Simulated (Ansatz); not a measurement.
# MoH3: the cost of one run

Computed with Ansatz 0.2.0 (DFT PBE, scalar-relativistic, plane waves, PAW, unless a step's input says otherwise).

**1. The starting structure**

It takes space group Fm-3m (No. 225, cubic). The conventional cell has a = 5.838 Å, b = 5.838 Å, c = 5.838 Å, α = 90.00°, β = 90.00°, γ = 90.00°. H (site symmetry -43m) has 4 H at 2.53 Å and 4 Mo at 2.53 Å as nearest neighbours. Around H (site symmetry m-3m) lie 8 H at 2.53 Å. Around Mo (site symmetry m-3m) lie 8 H at 2.53 Å.

Structure file:

```cif
data_structure
_symmetry_space_group_name_H-M 'P 1'
_symmetry_Int_Tables_number 1
_cell_length_a 4.1280
_cell_length_b 4.1280
_cell_length_c 4.1280
_cell_angle_alpha 60.000
_cell_angle_beta 60.000
_cell_angle_gamma 60.000
_cell_volume 49.74
loop_
_atom_site_label
_atom_site_type_symbol
_atom_site_fract_x
_atom_site_fract_y
_atom_site_fract_z
_atom_site_occupancy
H1 H 0.25000 0.25000 0.25000 1
H2 H 0.75000 0.75000 0.75000 1
H3 H 0.50000 0.50000 0.50000 1
Mo1 Mo 0.00000 0.00000 0.00000 1
```

The cell is invented: species swapped into a database cell of Li3In (Fm-3m, No. 225), with H on the Li sites and Mo on the In sites. Its size is a rough estimate.

**2. The guess as it stands, on a coarse mesh**

File input.yaml:

```yaml
crystal:
  lattice:
    - [0.0, 2.91891744, 2.91891744]
    - [2.91891744, 0.0, 2.91891744]
    - [2.91891744, 2.91891744, 0.0]
  atoms:
    - { symbol: H, position: [0.25, 0.25, 0.25] }
    - { symbol: H, position: [0.75, 0.75, 0.75] }
    - { symbol: H, position: [0.5, 0.5, 0.5] }
    - { symbol: Mo, position: [0.0, 0.0, 0.0] }
basis:
  ecutwfc: 420
kpoints:
  mp_grid: { grid: [6, 6, 6] }
hamiltonian:
  xc: pbe
scf:
  occupations: { method: gaussian, width: 0.1 }
  lower_state_search: "off"
output:
  forces: true
  stress: true
  eigenvalues: true
```

Command:

```sh
$ ansatz run input.yaml --threads 1 --pin off --max-ram 2560MiB --backend cpu --events-out ev --progress --plain --runs-dir out
```

Q: Estimate wall time and peak memory on 1 thread of Intel Xeon at 2.70GHz, shared host.

About 1.2 s, with a peak of 0.31 GiB.
